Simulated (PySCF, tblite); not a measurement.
# C₄H₂F₃N₃: geometry, infrared bands and NMR shifts

Aim: predict the infrared bands and NMR shifts of C₄H₂F₃N₃ (`FC(F)(F)c1ccnnn1`).

The runs use tblite 0.8.0 and PySCF 2.14.0, with density-fitted response routines of our own; the level of theory stands in each step. All values are computed, except where a source is named. Atoms count from 0, in the outputs and in this text.

**1. The molecule as given**

12 atoms, charge 0, multiplicity 1; geometry from: force field or distance geometry start.

Bonds of the start (Å): F0–C1 1.37, C1–F2 1.40, C1–F3 1.40, C1–C4 1.49, C4–C5 1.38, C5–C6 1.40, C6–N7 1.35, N7–N8 1.32, N8–N9 1.35, N9–C4 1.35, C5–H10 1.07, C6–H11 1.09.

**2. Relaxing the molecule with GFN2-xTB**

Job settings and geometry (Å):

```
{"job": {"kind": "relax", "xc": "GFN2-xTB", "basis": "xTB"}, "charge": 0, "multiplicity": 1}
F     -2.090200    -0.132300    -1.639300
C     -1.772800     0.056600    -0.316600
F     -2.214000    -1.013900     0.468500
F     -2.516500     1.173500     0.088000
C     -0.320900     0.305700    -0.089500
C      0.476700    -0.789700     0.159500
C      1.834000    -0.508600     0.349800
N      2.314700     0.753300     0.290900
N      1.505400     1.760500     0.037100
N      0.188500     1.551200    -0.151500
H      0.111800    -1.798200     0.216100
H      2.484400    -1.358900     0.561000
```

On the command line:

```sh
$ OMP_NUM_THREADS=1 python probes_run.py task.json out
```

One launch serves the whole session: the jobs run in the order shown.

**Question.** This job is followed by: GFN2-xTB harmonic vibrations, gas phase; GIAO PBE0/pcSseg-1 NMR shielding, non-relativistic, gas phase. What will the session give for the following? strongest single infrared mode (GFN2-xTB); zero-point energy (GFN2-xTB); ¹³C shifts against TMS (PBE0/pcSseg-1); ¹H shifts against TMS (PBE0/pcSseg-1); ¹⁹F shifts against CFCl3 (PBE0/pcSseg-1, means over atoms taken as alike); ¹⁵N shifts against NH3 (PBE0/pcSseg-1); surface potential, 1st and 99th percentile.

As calculated:

```
                                                                 quantity                           value
                                strongest single infrared mode (GFN2-xTB)           1051 cm⁻¹, 272 km/mol
                                             zero-point energy (GFN2-xTB)                   40.3 kcal/mol
                                   ¹³C shifts against TMS (PBE0/pcSseg-1)  155.5, 154.6, 131.1, 121.4 ppm
                                    ¹H shifts against TMS (PBE0/pcSseg-1)                  9.59, 7.72 ppm
¹⁹F shifts against CFCl3 (PBE0/pcSseg-1, means over atoms taken as alike)                       -81.2 ppm
                                   ¹⁵N shifts against NH3 (PBE0/pcSseg-1)         541.7, 452.1, 432.2 ppm
                                    surface potential, 1st and 99th percentile              -1.60 V and 1.91 V
```

What this shows: Relaxing lowered the energy by 0.447 eV in 28 steps; the close pair that moved most is C1–F3, from 1.402 to 1.328 Å. All 30 modes are real, so the xTB geometry is a minimum. The strongest single mode, at 1051 cm⁻¹, moves mainly C1. GFN2-xTB is a fitted tight-binding method: band positions and strengths are rough. Its intensities can rank the bands wrongly. At PBE0/pcSseg-1: The widest tensor belongs to N8: span 993 ppm, with a paramagnetic part of -584 ppm. NICS(1)zz of -29 ppm above the planar ring from C4 marks a diatropic (aromatic) ring current. By nearest atom (PBE0/pcSseg-1), the HOMO sits on N8 47 %; N7 22 % and the LUMO on N7, N8 about 21 % each; C4, C5 about 20 % each.
